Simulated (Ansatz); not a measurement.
# ReSe (rocksalt): equation of state

One table from this session's results is given with a row withheld; the runs are named, their logs left out.

Computed with Ansatz 0.2.0 (DFT r²SCAN, scalar-relativistic, plane waves, PAW, unless a step's input says otherwise).

5 further runs of the same task are left out: 4 that didn't finish, 1 set aside as unsound or not needed. Runs told in other sessions of the task aren't counted.

### The starting structure

It takes space group Fm-3m (No. 225, cubic). The conventional cell has a = 5.242 Å, b = 5.242 Å, c = 5.242 Å, α = 90.00°, β = 90.00°, γ = 90.00°. Re (site symmetry m-3m) has 6 Se at 2.62 Å in its first shell of neighbours. Se (site symmetry m-3m) has 6 Re at 2.62 Å in its first shell of neighbours.

As a file:

```
CELL_PARAMETERS angstrom
0.00000 2.62076 2.62076
2.62076 0.00000 2.62076
2.62076 2.62076 0.00000
ATOMIC_POSITIONS crystal
Re 0.50000 0.50000 0.50000
Se 0.00000 0.00000 0.00000
```

An earlier run at r²SCAN left this cell at 18.000 Å³/atom and -0.03 GPa (12×12×12 mesh).

Volume factors to run: 0.980, 1.020, 0.960, 1.040, 1.070.

Set-up of the first run:

Contents of input.yaml:

```yaml
crystal:
  lattice:
    - [0.0, 2.6031660287, 2.6031660287]
    - [2.6031660287, 0.0, 2.6031660287]
    - [2.6031660287, 2.6031660287, 0.0]
  atoms:
    - { symbol: Re, position: [0.5, 0.5, 0.5], spin: 1.95 }
    - { symbol: Se, position: [0.0, 0.0, 0.0] }
basis:
  ecutwfc: 500
  ecutrho_ratio: 4
kpoints:
  mp_grid: { grid: [12, 12, 12] }
hamiltonian:
  xc: r2scan
scf:
  occupations: { method: gaussian, width: 0.05 }
output:
  forces: true
  stress: true
  eigenvalues: true
  populations: true
magnetization:
  spin_polarized: true
```

Launch:

```bash
> ansatz run input.yaml --threads 2 --pin off --max-ram 2662MiB --backend cpu --events-out ev --progress --plain --runs-dir out
```

Steps of the session up to this table: Volume × 0.980; Volume × 1.020; Scaling the volume by 0.960; At 1.040 of the relaxed volume; Volume × 1.070.

One table of the session follows, with a row left open; its other results are not shown here.

It belongs to the step «Energy and pressure against volume». 

```
volume (Å³/atom)  energy (meV/atom)  pressure (GPa)  moment of atom 1 (μB)
          17.280              11.96            5.66                   1.63
          17.640                  ?               ?                      ?
          18.000               0.00           -0.03                   1.77
          18.360               2.94           -2.53                   1.83
          18.720              11.11           -4.46                   1.91
          19.260              30.53           -7.19                   2.01
```

**Question.** Estimate the row for volume (Å³/atom) = 17.640.

Worked estimate for «energy (meV/atom)». A straight line through the neighbours (17.280, 11.96) and (18.000, 0.00) gives 11.96 + (0.00 − 11.96) × (17.640 − 17.280) / (18.000 − 17.280) = 5.98; a parabola fitted to 3 rows on both sides gives 3.01.

The run gave: energy (meV/atom): 2.96; pressure (GPa): 2.53; moment of atom 1 (μB): 1.69. In «energy (meV/atom)» the line misses by +3.02 and the parabola by +0.05.

Limits of these values: Warnings in the runs' records: stability check not made.
